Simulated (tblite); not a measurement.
# C10H14: the cost of one run

Programs: PySCF 2.14.0 with density-fitted response routines of our own, and tblite 0.8.0. All values are computed, except where a source is named. Atoms count from 0 throughout.

## Step 1: The molecule as given

24 atoms, charge 0, multiplicity 1; geometry from: MMFF94s geometry.

Bonds of the start (Å): C0–C1 1.33, C0–H10 1.09, C0–H11 1.09, C1–C2 1.46, C1–H12 1.10, C2–C3 1.47, C2–C5 1.34, C3–C4 1.34, C3–H13 1.08, C4–H14 1.10, C4–H15 1.09, C5–C6 1.51, C5–H16 1.09, C6–C7 1.51, C6–H17 1.09, C6–H18 1.09, C7–C8 1.34, C7–H19 1.09, C8–C9 1.49, C8–H20 1.10, C9–H21 1.09, C9–H22 1.10, C9–H23 1.10.

## Step 2: GFN2-xTB relaxation, conformer 1

What the job is given:

```
{"job": {"xc": "GFN2-xTB", "basis": "xTB", "kind": "relax"}, "charge": 0, "multiplicity": 1}
C     -3.531500    -0.530000     1.738800
C     -2.314500    -0.924000     1.383400
C     -1.531700    -0.408100     0.265900
C     -1.765800     0.926500    -0.315700
C     -1.626800     2.056300     0.390500
C     -0.536700    -1.170000    -0.211700
C      0.431500    -0.845000    -1.324500
C      1.848100    -0.761500    -0.805500
C      2.580800     0.354900    -0.807300
C      3.974700     0.438500    -0.298200
H     -4.077300     0.238500     1.187500
H     -4.047900    -0.973100     2.594100
H     -1.846000    -1.709600     1.997600
H     -2.048900     0.952600    -1.357800
H     -1.804000     3.026600    -0.088200
H     -1.334000     2.057200     1.440300
H     -0.364400    -2.145400     0.242100
H      0.160200     0.066000    -1.850600
H      0.377400    -1.647000    -2.061100
H      2.278800    -1.688200    -0.423800
H      2.141600     1.290300    -1.179700
H      4.036700     1.164400     0.518800
H      4.651000     0.781400    -1.091400
H      4.337000    -0.531700     0.064100
```

The run is started by

```bash
$ OMP_NUM_THREADS=1 python ens_run.py task.json out
```

This one command runs the whole study; its stages follow in the order run.

**Question.** How long does this first job take on 1 thread of AMD EPYC, shared host?

About 4.4 s.
